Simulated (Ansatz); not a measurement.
# Ta3N under changes of volume

One of the cells (14.978 Å³/atom); the others are scaled copies at fixed shape and fractional positions:

```xyz
4
Lattice="3.0322 0.0000 0.0000 -1.5161 2.6260 0.0000 0.0000 0.0000 7.5241" Properties=species:S:1:pos:R:3 pbc="T T T"
Ta    1.5161    0.8753    6.2155
Ta    0.0000    1.7507    1.3087
Ta    0.0000    0.0000    3.7621
N     0.0000    0.0000    0.0000
```

The cell comes from a database or a generator and needn't be the stable form of this composition.

* Program: Ansatz 0.2.0
* Functional: LDA
* Potentials or basis: Ansatz PAW
* Cutoff: 420 eV (not typed: the program's choice for these potentials)
* k mesh: 10 × 10 × 4
* Occupations: fermi-dirac, width 0.05 eV
* Spin: no spin polarisation

```tsv
volume (Å³/atom)	energy over the lowest point (meV/atom)	pressure (GPa)	largest force (eV/Å)
14.079	0.00	2.4	0.114
14.379	1.05	-3.4	0.267
14.678	?	?	?
14.978	33.00	-13.3	0.531
15.277	61.89	-17.5	0.643
15.577	98.21	-21.3	0.744
15.877	141.22	-24.6	0.836
```

**Question.** What does the run at 14.678 Å³/atom give?

**Answer.** Energy over the lowest point 12.42 meV/atom; pressure -8.6 GPa; largest force 0.406 eV/Å.

Worked out: A Birch-Murnaghan fit of order 3 (a polynomial in V^(-2/3)) to the other rows has its minimum at 14.20 Å³/atom with B0 = V·E''(V) = 280 GPa and B' = 4.3 at fixed shape and positions, which overstates the stiffness. It gives 12.38 meV/atom at 14.678 Å³/atom, against the run's 12.42, and -dE/dV = -8.6 GPa, against -8.6.

Energies are extrapolated to zero smearing.

Caveats: the PAW data sets come from PBE, with cores solved anew for the run's functional, which leaves a small shift of forces and pressure.
